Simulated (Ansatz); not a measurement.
Run this with Ansatz 0.2.0, Python API and show what comes out.

`methods_bh3ote.py`:
```python
"""One geometry of BH3OTe, method by method."""

import warnings

import ansatz
from ase import Atoms

BASIS_SET = "def2-SVP"

warnings.simplefilter("ignore", ansatz.DeckWarning)

atoms = Atoms(["O", "B", "Te", "H", "H", "H"], positions=[
    [-1.0833, -0.8224, -0.5673],
    [0.1486, -0.0966, -0.4603],
    [0.4756, 1.3064, 1.2027],
    [-1.6113, -0.1616, -1.1377],
    [1.0071, -0.3013, -1.2696],
    [1.1054, 0.0115, 2.1859],
])
bh3ote = ansatz.Crystal.molecule_from_ase(atoms)

model = bh3ote.calculation().basis(gaussian=BASIS_SET)

methods = ["mp2", "ccsd", "ccsd_t"]
batch = ansatz.Session.batch([model.correlation(m).input() for m in methods])
reports = sorted(batch.plan().execute().molecular_reports, key=lambda each: each["member"])
print(f"Hartree-Fock reference {reports[0]['reference_energy_ev'] / 27.211386246:.6f} Ha")
best = reports[-1]["free_energy_ev"] - reports[-1]["reference_energy_ev"]
for method, each in zip(methods, reports):
    gained = each["free_energy_ev"] - each["reference_energy_ev"]
    print(f"{method:8s} total {each['free_energy_ev'] / 27.211386246:.6f} Ha  correlation {gained:9.4f} eV  ({100 * gained / best:.1f} % of the last)")
```

```console
$ python methods_bh3ote.py
Hartree-Fock reference -368.210596 Ha
mp2      total -368.604639 Ha  correlation  -10.7224 eV  (90.6 % of the last)
ccsd     total -368.634002 Ha  correlation  -11.5215 eV  (97.4 % of the last)
ccsd_t   total -368.645488 Ha  correlation  -11.8340 eV  (100.0 % of the last)
```

Total energies depend on the basis set; only differences at equal settings carry meaning. The geometry is a force-field or estimated start, not a minimum of this method, and the basis set is short of its limit. A lower total doesn't mark the better method: functionals have no common bound, and MP2 and coupled cluster aren't variational. def2 sets replace the cores of elements past krypton by effective core potentials. Inner cores stay frozen; a filled d shell under the valence of the heavier atoms is correlated with it.
